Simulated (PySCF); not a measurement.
**Ir2N2: other functionals and bases at one geometry**

Aim: see how levels, charges and forces of Ir2N2 depend on the level of theory. The structure is generated, not taken from experiment.

The runs use PySCF 2.14.0; several levels, as the steps say, no spin–orbit coupling.

3 further runs of the same task are left out: 2 for a known fault of the program, 1 that didn't finish.

## Step 1: The starting structure

4 atoms, charge 0, spin multiplicity 3.

Bond lengths: Ir1–Ir2 2.814 Å, Ir1–N3 1.804 Å, Ir1–N4 1.833 Å, Ir2–N3 1.804 Å, Ir2–N4 1.833 Å. Angles: Ir2–Ir1–N3 38.7°, Ir2–Ir1–N4 39.8°, N3–Ir1–N4 78.6°, Ir1–Ir2–N3 38.7°, Ir1–Ir2–N4 39.8°, N3–Ir2–N4 78.6°, Ir1–N3–Ir2 102.5°, Ir1–N4–Ir2 100.3°.

Geometry (Å):

```xyz
4
Ir2N2
Ir   -0.10466    0.00000    1.40723
Ir   -0.10466    0.00000   -1.40723
N     1.02445    0.00000    0.00000
N    -1.27884    0.00000    0.00000
```

Formal oxidation states: Ir +3. An earlier session relaxed this geometry at PBE0, Ir def2-SVP with ECP60, N def2-SVP (triplet, point group C2v).

At PBE0 on the finer grid: E = -317.820888 Eh, HOMO -5.54 eV, LUMO -3.34 eV (over both spins), ⟨S²⟩ = 2.031, Mulliken charge on Ir1 +0.33 e, largest force component 0.024 eV/Å. 

Levels to run: M06-L; TPSS; CAM-B3LYP; PBE; PBE0, TZVP; PBE0, x2c-SVP. Hardware: 2 threads of Arm Neoverse V1, shared host.

## Step 2: M06-L

File run.py (the lines that set the calculation):

```python
mol = gto.M(atom='''
Ir    -0.10466     0.00000     1.40723
Ir    -0.10466     0.00000    -1.40723
N      1.02445     0.00000     0.00000
N     -1.27884     0.00000     0.00000''',
    basis={'Ir': 'def2-SVP', 'N': 'def2-SVP'},
    ecp={'Ir': 'def2-SVP'},
    charge=0, spin=2)
mf = dft.UKS(mol, xc='M06L')
mf.grids.atom_grid = (75, 302)
mf = mf.density_fit()  # fitting sets: Ir def2-universal-JKFIT, N def2-universal-JKFIT
mf.conv_tol = 1e-08; mf.max_cycle = 55
mf.kernel(dm0)  # dm0: the density of the relaxed state
```

The run is started by

```bash
$ OMP_NUM_THREADS=2 python run.py
```

## Step 3: TPSS

Changes to run.py (the lines that set the calculation) since step 2:

```diff
@@ -8,3 +8,3 @@
     charge=0, spin=2)
-mf = dft.UKS(mol, xc='M06L')
+mf = dft.UKS(mol, xc='TPSS')
 mf.grids.atom_grid = (75, 302)
```

## Step 4: CAM-B3LYP

Changes to run.py (the lines that set the calculation) since step 3:

```diff
@@ -8,3 +8,3 @@
     charge=0, spin=2)
-mf = dft.UKS(mol, xc='TPSS')
+mf = dft.UKS(mol, xc='CAMB3LYP')
 mf.grids.atom_grid = (75, 302)
```

## Step 5: PBE

Changes to run.py (the lines that set the calculation) since step 4:

```diff
@@ -8,3 +8,3 @@
     charge=0, spin=2)
-mf = dft.UKS(mol, xc='CAMB3LYP')
+mf = dft.UKS(mol, xc='PBE')
 mf.grids.atom_grid = (75, 302)
```

## Step 6: PBE0, TZVP

Basis: Ir def2-TZVP with ECP60, N def2-TZVP. 

File run.py (the lines that set the calculation):

```python
mol = gto.M(atom='''
Ir    -0.10466     0.00000     1.40723
Ir    -0.10466     0.00000    -1.40723
N      1.02445     0.00000     0.00000
N     -1.27884     0.00000     0.00000''',
    basis={'Ir': 'def2-TZVP', 'N': 'def2-TZVP'},
    ecp={'Ir': 'def2-TZVP'},
    charge=0, spin=2)
mf = dft.UKS(mol, xc='PBE0')
mf.grids.atom_grid = (75, 302)
mf = mf.density_fit()  # fitting sets: Ir def2-universal-JKFIT, N def2-universal-JKFIT
mf.conv_tol = 1e-08; mf.max_cycle = 55
mf.kernel(dm0)  # dm0: free metal ions and neutral atoms
```

## Step 7: PBE0, x2c-SVP

Basis: Ir x2c-SVPall, N x2c-SVPall. All electrons are treated, with the spin-free X2C Hamiltonian.

File run.py (the lines that set the calculation):

```python
mol = gto.M(atom='''
Ir    -0.10466     0.00000     1.40723
Ir    -0.10466     0.00000    -1.40723
N      1.02445     0.00000     0.00000
N     -1.27884     0.00000     0.00000''',
    basis={'Ir': 'x2c-SVPall', 'N': 'x2c-SVPall'},
    nucmod='G',
    charge=0, spin=2)
mf = dft.UKS(mol, xc='PBE0')
mf.grids.atom_grid = (99, 590)
mf = mf.density_fit()  # fitting sets: Ir AutoAux, N AutoAux
mf = mf.sfx2c1e()
mf.conv_tol = 1e-08; mf.max_cycle = 55
mf.kernel(dm0)  # dm0: free metal ions and neutral atoms
```

**Question.** What will these runs give? Wanted: for each run, HOMO; gap; charge on Ir1; dipole; largest force.

As calculated:

| level | state | HOMO (eV) | gap (eV) | charge on Ir1 (e) | dipole (D) | largest force (eV/Å) | basis functions | time |
| --- | --- | --- | --- | --- | --- | --- | --- | --- |
| PBE0 (relaxed here) | triplet | -5.54 | 2.20 | 0.33 | 0.10 | 0.02 | 92 | 18 s |
| M06-L | triplet | -4.26 | 0.30 | 0.38 | 0.14 | 0.98 | 92 | 8.9 s |
| TPSS | triplet | -4.46 | 0.16 | 0.32 | 0.11 | 1.28 | 92 | 9 s |
| CAM-B3LYP | triplet | -6.76 | 4.60 | 0.31 | 0.10 | 0.19 | 92 | 8.3 s |
| PBE | triplet | -4.49 | 0.02 | 0.27 | 0.12 | 1.19 | 92 | 5.8 s |
| PBE0, TZVP | triplet | -5.23 | 0.91 | 0.41 | 0.16 | 2.67 | 142 | 13 s |
| PBE0, x2c-SVP | triplet | -5.28 | 0.86 | 0.30 | 0.15 | 2.62 | 160 | 83 s |

Times are on 2 threads of Arm Neoverse V1, shared host; the first row also made further properties.

In one basis the HOMO–LUMO gap runs from 0.02 eV (PBE) to 4.60 eV (CAM-B3LYP). The largest leftover force, 2.67 eV/Å with PBE0, TZVP, stands at a geometry relaxed at another level. The Mulliken charge on Ir spans +0.27 to +0.41 e over the levels. Total energies of different levels can't be compared. Spin–orbit coupling is left out throughout.
